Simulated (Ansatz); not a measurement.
# Si16F: the cost of one run

Method: DFT LDA, plane waves, PAW, scalar-relativistic, no spin polarisation, in Ansatz 0.2.0.

## 1. The structure to begin with

The cell holds 17 atoms (FSi16): a = 7.679 Å, b = 7.679 Å, c = 7.679 Å, α = 60.00°, β = 60.00°, γ = 60.00°.

As a file:

```
CELL_PARAMETERS angstrom
0.00000 5.43000 5.43000
5.43000 0.00000 5.43000
5.43000 5.43000 0.00000
ATOMIC_POSITIONS crystal
Si 0.00000 0.00000 0.00000
Si 0.12500 0.12500 0.12500
Si 0.00000 0.00000 0.50000
Si 0.12500 0.12500 0.62500
Si 0.00000 0.50000 0.00000
Si 0.12500 0.62500 0.12500
Si 0.00000 0.50000 0.50000
Si 0.12500 0.62500 0.62500
Si 0.50000 0.00000 0.00000
Si 0.62500 0.12500 0.12500
Si 0.50000 0.00000 0.50000
Si 0.62500 0.12500 0.62500
Si 0.50000 0.50000 0.00000
Si 0.62500 0.62500 0.12500
Si 0.50000 0.50000 0.50000
Si 0.62500 0.62500 0.62500
F 0.81064 0.81221 0.31517
```

## 2. End point A

Input file input.yaml:

```yaml
crystal:
  lattice:
    - [0.0, 5.43, 5.43]
    - [5.43, 0.0, 5.43]
    - [5.43, 5.43, 0.0]
  atoms:
    - { symbol: Si, position: [0.0, 0.0, 0.0] }
    - { symbol: Si, position: [0.125, 0.125, 0.125] }
    - { symbol: Si, position: [0.0, 0.0, 0.5] }
    - { symbol: Si, position: [0.125, 0.125, 0.625] }
    - { symbol: Si, position: [0.0, 0.5, 0.0] }
    - { symbol: Si, position: [0.125, 0.625, 0.125] }
    - { symbol: Si, position: [0.0, 0.5, 0.5] }
    - { symbol: Si, position: [0.125, 0.625, 0.625] }
    - { symbol: Si, position: [0.5, 0.0, 0.0] }
    - { symbol: Si, position: [0.625, 0.125, 0.125] }
    - { symbol: Si, position: [0.5, 0.0, 0.5] }
    - { symbol: Si, position: [0.625, 0.125, 0.625] }
    - { symbol: Si, position: [0.5, 0.5, 0.0] }
    - { symbol: Si, position: [0.625, 0.625, 0.125] }
    - { symbol: Si, position: [0.5, 0.5, 0.5] }
    - { symbol: Si, position: [0.625, 0.625, 0.625] }
    - { symbol: F, position: [0.8106443, 0.8122109, 0.3151656] }
total_charge: -1
basis:
  ecutwfc: 420.0
kpoints:
  mp_grid: { grid: [2, 2, 2] }
hamiltonian:
  xc: lda
  pseudopotentials: { kind: paw, azcp: { folder: soft_1 } }
scf:
  occupations: { method: gaussian, width: 0.05 }
  lower_state_search: "off"
relax:
  f_tol: 0.03
  max_steps: 60
  adjacent_minimum: "off"
output:
  write_density: true
  write_potential: true
  elf: true
  volumetric_format: npy
```

On the command line:

```bash
> ansatz run input.yaml --threads 1 --pin off --max-ram 3072MiB --backend cpu --events-out ev --progress --plain --runs-dir out
```

Q: Estimate wall time and peak memory on 1 thread of Arm Neoverse V2, shared host.

About 55 s, with a peak of 0.51 GiB.
